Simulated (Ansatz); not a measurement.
## NiMoIrPdW under changes of volume

One of the cells (14.641 Å³/atom); the others are scaled copies at fixed shape and fractional positions:

```xyz
10
Lattice="2.7708 0.0000 0.0000 -1.3854 2.3996 0.0000 0.0000 0.0000 22.0196" Properties=species:S:1:pos:R:3 pbc="T T T"
Ni    0.0000    1.5998   18.7345
Ni    1.3854    0.7999    3.2851
Mo    1.3854    0.7999   16.7479
Mo    0.0000    1.5998    5.2717
Pd    0.0000    1.5998    1.1734
Pd    1.3854    0.7999   20.8462
Ir    0.0000    1.5998   14.4948
Ir    1.3854    0.7999    7.5248
W     0.0000    1.5998    9.7807
W     1.3854    0.7999   12.2389
```

The cell was built by a generator and needn't be a form met in nature.

* Program: Ansatz 0.2.0
* Functional: PBE
* Potentials or basis: Ansatz PAW
* Cutoff: 420 eV (not typed: the program's choice for these potentials)
* k mesh: 11 × 11 × 2
* Occupations: fermi-dirac, width 0.05 eV
* Spin: collinear spin, ferromagnetic start
* Starting moments: [1.0, 1.0, 1.0, 1.0, 0.0, 0.0, 0.6, 0.6, 0.0, 0.0] μB

```tsv
volume (Å³/atom)	energy over the lowest point (meV/atom)	pressure (GPa)	largest force (eV/Å)
13.762	46.41	18.1	0.306
14.055	19.75	11.4	0.217
14.348	4.69	5.4	0.132
14.641	0.00	0.0	0.095
14.934	4.57	-4.8	0.159
15.227	17.40	-9.0	0.216
15.519	?	?	?
```

What does the run at 15.519 Å³/atom give?

Energy over the lowest point 37.61 meV/atom; pressure -12.8 GPa; largest force 0.266 eV/Å.

Worked out: A Birch-Murnaghan fit of order 3 (a polynomial in V^(-2/3)) to the other rows has its minimum at 14.64 Å³/atom with B0 = V·E''(V) = 253 GPa and B' = 4.6 at fixed shape and positions, which overstates the stiffness. It gives 37.54 meV/atom at 15.519 Å³/atom, against the run's 37.61, and -dE/dV = -12.9 GPa, against -12.8.

Energies are extrapolated to zero smearing.

Caveats: the starting moments weren't kept.
